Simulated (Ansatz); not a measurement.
# Co2Ir: the cost of one run

Program: Ansatz 0.2.0. Level of theory: DFT PBE, scalar-relativistic, plane waves, PAW. These are calculated values, not measurements.

## (1) Starting point

It takes space group Fm-3m (No. 225, cubic). The conventional cell has a = 5.080 Å, b = 5.080 Å, c = 5.080 Å, α = 90.00°, β = 90.00°, γ = 90.00°. Around Co (site symmetry -43m) lie 4 Ir at 2.20 Å. Ir (site symmetry m-3m) is surrounded by 8 Co at 2.20 Å.

Coordinates:

```cif
data_structure
_symmetry_space_group_name_H-M 'Fm-3m'
_symmetry_Int_Tables_number 225
_cell_length_a 5.0798
_cell_length_b 5.0798
_cell_length_c 5.0798
_cell_angle_alpha 90.000
_cell_angle_beta 90.000
_cell_angle_gamma 90.000
_cell_volume 131.08
loop_
_atom_site_label
_atom_site_type_symbol
_atom_site_symmetry_multiplicity
_atom_site_Wyckoff_symbol
_atom_site_fract_x
_atom_site_fract_y
_atom_site_fract_z
_atom_site_occupancy
Co1 Co 8 c 0.25000 0.75000 0.75000 1
Ir1 Ir 4 a 0.00000 0.00000 0.00000 1
```

(A quick probe on a coarse mesh, which set the mesh and smearing, is not shown.)

## (3) A loose first relaxation

Input file input.yaml:

```yaml
crystal:
  lattice:
    - [0.0, 2.5398863383, 2.5398863383]
    - [2.5398863383, 0.0, 2.5398863383]
    - [2.5398863383, 2.5398863383, 0.0]
  atoms:
    - { symbol: Co, position: [0.25, 0.25, 0.25], spin: 0.93 }
    - { symbol: Co, position: [0.75, 0.75, 0.75], spin: 0.93 }
    - { symbol: Ir, position: [0.0, 0.0, 0.0], spin: 0.46 }
basis:
  ecutwfc: 420
kpoints:
  mp_grid: { grid: [6, 6, 6] }
hamiltonian:
  xc: pbe
scf:
  occupations: { method: gaussian, width: 0.1 }
  lower_state_search: "off"
output:
  forces: true
  stress: true
  eigenvalues: true
  populations: true
magnetization:
  spin_polarized: true
relax:
  adjacent_minimum: "off"
  f_tol: 0.04
  max_steps: 70
  cell: { stress_tol: 0.4 }
```

The run is started by

```
> ansatz run input.yaml --threads 1 --pin off --max-ram 2560MiB --backend cpu --events-out ev --progress --plain --runs-dir out
```

What time and memory should one allow on 1 thread of Arm Neoverse V1, shared host?

About 25 s, with a peak of 0.33 GiB.
